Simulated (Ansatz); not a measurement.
This script for Ansatz 0.2.0 through its Python package starts 2 runs on H5NO2SiTe, SMILES N[Si](O)(O)[TeH]. What input does the engine get in each?

`spin.py`
```python
'''Vertical spin-state energies of H5NO2SiTe.'''

import warnings

import ansatz as az

warnings.simplefilter('ignore', az.DeckWarning)

geometry = (
    az.Crystal.molecule()
    .atom('N', (-1.2506, -0.3016, -0.8772))
    .atom('Si', (-0.0104, -0.0448, 0.3285))
    .atom('O', (0.9184, -1.4629, 0.3891))
    .atom('O', (-0.6366, 0.2688, 1.8624))
    .atom('Te', (1.4253, 1.8801, -0.3326))
    .atom('H', (-1.822, 0.6621, -0.937))
    .atom('H', (-0.7986, -0.3762, -1.8079))
    .atom('H', (1.6893, -1.2433, 1.0666))
    .atom('H', (-1.2454, -0.5336, 2.0993))
    .atom('H', (1.8136, 1.1003, -1.7883))
)

job = (
    geometry.calculation()
    .basis(gaussian='def2-TZVP')
    .functional('pbe')
)
found = {}
for unpaired in [0, 2]:
    report = job.spin('collinear', total=unpaired).run().report
    s = unpaired / 2
    found[unpaired] = report['free_energy_ev']
    print(f'2S+1 = {unpaired + 1}: E = {found[unpaired]:.5f} eV, <S^2> = {abs(report["mean_field"]["state"]["spin_squared"]):.3f} (pure state {s * (s + 1):.2f})')
lowest = min(found, key=found.get)
for unpaired, e in found.items():
    print(f'multiplicity {unpaired + 1}: {96.485332 * (e - found[lowest]):.1f} kJ/mol above the lowest')
```

Run 1:
```yaml
crystal:
  periodic: [false, false, false]
  atoms:
    - { symbol: "N", position_ang: [-1.2506, -0.3016, -0.8772] }
    - { symbol: Si, position_ang: [-0.0104, -0.0448, 0.3285] }
    - { symbol: O, position_ang: [0.9184, -1.4629, 0.3891] }
    - { symbol: O, position_ang: [-0.6366, 0.2688, 1.8624] }
    - { symbol: Te, position_ang: [1.4253, 1.8801, -0.3326] }
    - { symbol: H, position_ang: [-1.822, 0.6621, -0.937] }
    - { symbol: H, position_ang: [-0.7986, -0.3762, -1.8079] }
    - { symbol: H, position_ang: [1.6893, -1.2433, 1.0666] }
    - { symbol: H, position_ang: [-1.2454, -0.5336, 2.0993] }
    - { symbol: H, position_ang: [1.8136, 1.1003, -1.7883] }
basis:
  gaussian:
    orbitals: def2-TZVP
hamiltonian:
  xc: pbe
magnetization:
  spin_polarized: true
  initial_magnetization: 0.0
```

Run 2, against run 1:
```diff
-  initial_magnetization: 0.0
+  initial_magnetization: 2.0
```

```console
$ python spin.py
2S+1 = 1: E = -20832.66856 eV, <S^2> = 0.000 (pure state 0.00)
2S+1 = 3: E = -20828.84838 eV, <S^2> = 2.004 (pure state 2.00)
multiplicity 1: 0.0 kJ/mol above the lowest
multiplicity 3: 368.6 kJ/mol above the lowest
```

In order: multiplicity 1 (+0.00 eV) and multiplicity 3 (+3.82 eV), all at the one geometry.

Notes:
- Total energies depend on the basis set; only differences at equal settings carry meaning.
- The geometry is a force-field or estimated start, not a minimum of this method, and the basis set is short of its limit. All parts are taken at fixed geometry, without zero-point energy.
- def2 sets replace the cores of elements past krypton by effective core potentials.
- Spin-orbit coupling, which mixes and shifts the spin states of heavy atoms, is left out.
- Wall time of the script: 40 s on 1 thread of Arm Neoverse V1, on a shared host, peak memory 0.48 GiB.
